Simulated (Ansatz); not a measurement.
Geometry optimisation, DFT PBE, scalar-relativistic, plane waves, PAW in Ansatz.

The input (input.yaml):

```yaml
crystal:
  lattice:
    - [0.0, 5.43, 5.43]
    - [5.43, 0.0, 5.43]
    - [5.43, 5.43, 0.0]
  atoms:
    - { symbol: Si, position: [0.0, 0.0, 0.0] }
    - { symbol: Si, position: [0.125, 0.125, 0.125] }
    - { symbol: Si, position: [0.0, 0.0, 0.5] }
    - { symbol: Si, position: [0.125, 0.125, 0.625] }
    - { symbol: Si, position: [0.0, 0.5, 0.0] }
    - { symbol: Si, position: [0.125, 0.625, 0.125] }
    - { symbol: Si, position: [0.0, 0.5, 0.5] }
    - { symbol: Si, position: [0.125, 0.625, 0.625] }
    - { symbol: Si, position: [0.5, 0.0, 0.0] }
    - { symbol: Si, position: [0.625, 0.125, 0.125] }
    - { symbol: Si, position: [0.5, 0.0, 0.5] }
    - { symbol: Si, position: [0.625, 0.125, 0.625] }
    - { symbol: Si, position: [0.5, 0.5, 0.0] }
    - { symbol: Si, position: [0.625, 0.625, 0.125] }
    - { symbol: Si, position: [0.5, 0.5, 0.5] }
    - { symbol: Si, position: [0.625, 0.625, 0.625] }
    - { symbol: Li, position: [0.0587501, 0.316562, 0.8048063], spin: 1.0 }
magnetization:
  spin_polarized: true
basis:
  ecutwfc: 420.0
kpoints:
  mp_grid: { grid: [2, 2, 2] }
hamiltonian:
  xc: pbe
  pseudopotentials: { kind: paw, azcp: { folder: soft_1 } }
scf:
  occupations: { method: gaussian, width: 0.05 }
  lower_state_search: "off"
relax:
  f_tol: 0.03
  max_steps: 60
  adjacent_minimum: "off"
output:
  write_density: true
  write_potential: true
  elf: true
  volumetric_format: npy
```

Launched with:

```bash
$ ansatz run input.yaml --threads 2 --pin off --max-ram 5120MiB --backend cpu --events-out ev --progress --plain --runs-dir out
```

Task: Where does it end, and by what steps?

Result: The run converged. Limits of this set-up: coarse k mesh, a small cell, in which the defect meets its images. After 8 steps the energy has fallen by 0.929 eV; Li17 moved furthest, 1.09 Å. Joined: Si10–Li17 (3.52 → 2.73 Å), Si13–Li17 (3.50 → 2.40 Å), Si14–Li17 (3.53 → 2.73 Å), Si16–Li17 (3.47 → 2.73 Å).

```json
{"step": "0", "energy less start (eV)": "0.0000", "largest force component (eV/Å)": "1.619", "accepted": "yes"}
{"step": "1", "energy less start (eV)": "-0.3615", "largest force component (eV/Å)": "0.558", "accepted": "yes"}
{"step": "2", "energy less start (eV)": "-0.4267", "largest force component (eV/Å)": "0.074", "accepted": "yes"}
{"step": "3", "energy less start (eV)": "-0.4854", "largest force component (eV/Å)": "0.261", "accepted": "yes"}
{"step": "4", "energy less start (eV)": "-0.5971", "largest force component (eV/Å)": "0.363", "accepted": "yes"}
{"step": "5", "energy less start (eV)": "-0.7332", "largest force component (eV/Å)": "0.344", "accepted": "yes"}
{"step": "6", "energy less start (eV)": "-0.8532", "largest force component (eV/Å)": "0.201", "accepted": "yes"}
{"step": "7", "energy less start (eV)": "-0.9256", "largest force component (eV/Å)": "0.043", "accepted": "yes"}
{"step": "8", "energy less start (eV)": "-0.9292", "largest force component (eV/Å)": "0.019", "accepted": "yes"}
```

```xyz
17
Lattice="0.0000 5.4300 5.4300 5.4300 0.0000 5.4300 5.4300 5.4300 0.0000" Properties=species:S:1:pos:R:3
Si -0.069 0.064 0.010
Si 1.315 1.412 1.399
Si 2.683 2.742 0.031
Si 4.013 4.110 1.399
Si 2.703 0.064 2.783
Si 4.033 1.393 4.111
Si 5.361 2.722 2.783
Si 6.745 4.110 4.131
Si -0.053 2.740 2.767
Si 1.317 4.109 4.094
Si 2.685 5.479 2.767
Si 4.029 6.826 4.114
Si 2.705 2.720 5.439
Si 4.050 4.109 6.827
Si 5.377 5.479 5.459
Si 6.747 6.805 6.827
Li 6.748 4.107 1.396
```

Whether the end is a true minimum wasn't checked by a vibrational analysis.

Run time: 93 s on 2 threads of Arm Neoverse V2, on a shared host, peak memory 0.69 GiB.
